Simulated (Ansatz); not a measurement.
# Ni: the cost of one run

Computed with Ansatz 0.2.0 (DFT PBE, PAW, plane waves, scalar-relativistic, unless a step's input says otherwise).

## 1. Starting point

It takes space group Fm-3m (No. 225, cubic). The conventional cell has a = 3.542 Å, b = 3.542 Å, c = 3.542 Å, α = 90.00°, β = 90.00°, γ = 90.00°. Ni (site symmetry m-3m) has 12 Ni at 2.50 Å as nearest neighbours.

Structure file:

```cif
data_structure
_symmetry_space_group_name_H-M 'Fm-3m'
_symmetry_Int_Tables_number 225
_cell_length_a 3.5421
_cell_length_b 3.5421
_cell_length_c 3.5421
_cell_angle_alpha 90.000
_cell_angle_beta 90.000
_cell_angle_gamma 90.000
_cell_volume 44.44
loop_
_atom_site_label
_atom_site_type_symbol
_atom_site_symmetry_multiplicity
_atom_site_Wyckoff_symbol
_atom_site_fract_x
_atom_site_fract_y
_atom_site_fract_z
_atom_site_occupancy
Ni1 Ni 4 a 0.00000 0.00000 0.00000 1
```

Atoms are counted from 1 in the order of input.yaml (Ni2 and so on).

The first starts: parallel moments, plain SCF; opposed moments +-, plain SCF; no spin polarisation; spin on, no moments given (the program may seed its own), plain SCF. Further starts follow from what these give.

A plain SCF has the search for lower states switched off and ends at the first converged state. Ends within 0.2 meV/atom and 0.1 μB count as one state.

Moments by site are taken inside atomic spheres; the rest lies between them.

## 2. Parallel moments, plain SCF

File input.yaml:

```yaml
crystal:
  lattice:
    - [0.0, -1.77105, -1.77105]
    - [-3.5421, -1.77105, -1.77105]
    - [0.0, 1.77105, -1.77105]
  atoms:
    - { symbol: Ni, position: [0.0, 0.0, 0.0], spin: 2.0 }
    - { symbol: Ni, position: [0.0, 0.5, 0.5], spin: 2.0 }
magnetization:
  spin_polarized: true
hamiltonian:
  xc: pbe
  pseudopotentials: { kind: paw }
basis:
  ecutwfc: 420
kpoints:
  mp_grid: { grid: [12, 7, 10] }
scf:
  occupations: { method: fermi_dirac, width: 0.1 }
  lower_state_search: "off"
output:
  forces: true
  stress: true
```

**Question.** How long does this run take on 2 threads of an x86-64 CPU, shared host, and how much memory does it need?

About 5.1 s, with a peak of 0.49 GiB.
